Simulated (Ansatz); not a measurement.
# SiC5: the cost of one run

Computed with Ansatz 0.2.0 (DFT PBE, scalar-relativistic, plane waves, PAW, unless a step's input says otherwise).

### Step 1. The system as given

It takes space group F-43m (No. 216, cubic). The conventional cell has a = 6.879 Å, b = 6.879 Å, c = 6.879 Å, α = 90.00°, β = 90.00°, γ = 90.00°. Around Si (site symmetry -43m) lie 16 C at 2.85 to 2.98 Å. Around C (site symmetry 3m) lie 6 C at 2.41 to 2.45 Å. C (site symmetry -43m) has 12 C at 2.85 Å and 4 Si at 2.98 Å as nearest neighbours.

Coordinates:

```cif
data_structure
_symmetry_space_group_name_H-M 'P 1'
_symmetry_Int_Tables_number 1
_cell_length_a 4.8643
_cell_length_b 4.8643
_cell_length_c 4.8643
_cell_angle_alpha 60.000
_cell_angle_beta 60.000
_cell_angle_gamma 60.000
_cell_volume 81.38
loop_
_atom_site_label
_atom_site_type_symbol
_atom_site_fract_x
_atom_site_fract_y
_atom_site_fract_z
_atom_site_occupancy
Si1 Si 0.50000 0.50000 0.50000 1
C1 C 0.37197 0.87601 0.87601 1
C2 C 0.87601 0.87601 0.87601 1
C3 C 0.25000 0.25000 0.25000 1
C4 C 0.87601 0.87601 0.37197 1
C5 C 0.87601 0.37197 0.87601 1
```

The cell is invented: species swapped into a database cell of HfNi5 (F-43m, No. 216), with Si on the Hf sites and C on the Ni sites. Its size is a rough estimate.

### Step 2. A first look at the guess

input.yaml reads:

```yaml
crystal:
  lattice:
    - [0.0, 3.43955481, 3.43955481]
    - [3.43955481, 0.0, 3.43955481]
    - [3.43955481, 3.43955481, 0.0]
  atoms:
    - { symbol: Si, position: [0.5, 0.5, 0.5] }
    - { symbol: C, position: [0.37197143, 0.87600952, 0.87600952] }
    - { symbol: C, position: [0.87600952, 0.87600952, 0.87600952] }
    - { symbol: C, position: [0.25, 0.25, 0.25] }
    - { symbol: C, position: [0.87600952, 0.87600952, 0.37197143] }
    - { symbol: C, position: [0.87600952, 0.37197143, 0.87600952] }
basis:
  ecutwfc: 420
kpoints:
  mp_grid: { grid: [4, 4, 4] }
hamiltonian:
  xc: pbe
scf:
  occupations: { method: gaussian, width: 0.1 }
  lower_state_search: "off"
output:
  forces: true
  stress: true
  eigenvalues: true
```

Launch:

```
ansatz run input.yaml --threads 1 --pin off --max-ram 2560MiB --backend cpu --events-out ev --progress --plain --runs-dir out
```

Q: Estimate wall time and peak memory on 1 thread of Intel Xeon at 2.70GHz, shared host.

About 1.2 s, with a peak of 0.31 GiB.
